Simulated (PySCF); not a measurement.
# C4H7FO2Si: electronic excitations

Wanted: the electronic excitations of C4H7FO2Si (`O=C(O)[C@@H]1C[SiH2][C@@H]1F`), by calculation.

Computed with PySCF 2.14.0, with density-fitted response routines of our own, on a single molecule in the gas phase. Atoms count from 0, in the outputs and in this text.

## (1) The starting structure

15 atoms, charge 0, multiplicity 1; geometry from: GFN2-xTB.

Bonds of the start (Å): O0–C1 1.20, C1–O2 1.34, C1–C3 1.50, C3–C4 1.55, C4–Si5 1.92, Si5–C6 1.93, C6–F7 1.38, C6–C3 1.54, O2–H8 0.97, C3–H9 1.09, C4–H10 1.09, C4–H11 1.09, Si5–H12 1.45, Si5–H13 1.46, C6–H14 1.09.

## (2) Ultraviolet spectrum: CAM-B3LYP/def2-SVPD

The job: settings as JSON, then the geometry in Å.

```
{"job": {"kind": "uv", "xc": "CAM-B3LYP", "basis": "def2-SVPD", "nstates": 8, "ntriplets": 3}, "charge": 0, "multiplicity": 1}
O      2.537967    -1.113499     0.211436
C      1.557076    -0.445867     0.033159
O      1.615663     0.823993    -0.392181
C      0.135517    -0.893803     0.228218
C     -0.695384    -0.578133    -1.035588
Si    -1.291513     1.079832    -0.283814
C     -0.576746     0.071127     1.202024
F      0.266120     0.676789     2.111855
H      2.537460     1.114736    -0.464062
H      0.142160    -1.940115     0.538184
H     -1.488220    -1.311582    -1.167458
H     -0.104582    -0.566757    -1.947228
H     -0.575122     2.289849    -0.647909
H     -2.742159     1.259756    -0.211173
H     -1.322651    -0.458337     1.802627
```

Level: TDDFT CAM-B3LYP/def2-SVPD, vertical, gas phase, core orbitals frozen in the response.

Command:

```console
OMP_NUM_THREADS=1 python probes_run.py task.json out
```

The driver reads the jobs from task.json and runs them one after another.

Predict these results of the whole session: lowest singlet (CAM-B3LYP/def2-SVPD); brightest single state of those computed; lowest triplet.

The runs gave:

| quantity | value |
| --- | --- |
| lowest singlet (CAM-B3LYP/def2-SVPD) | 5.80 eV (214 nm), f = 0.000 |
| brightest single state of those computed | state 4, 7.52 eV, f = 0.050 |
| lowest triplet | 5.29 eV |

In words: The lowest singlet, at 5.80 eV, is HOMO→LUMO+2 0.31, HOMO→LUMO 0.21 and is dark; of the 8 states computed, the strongest absorption comes from state 4 at 7.52 eV. The lowest triplet lies 0.51 eV below the lowest singlet (triplets in Tamm-Dancoff, singlets in full TDDFT).
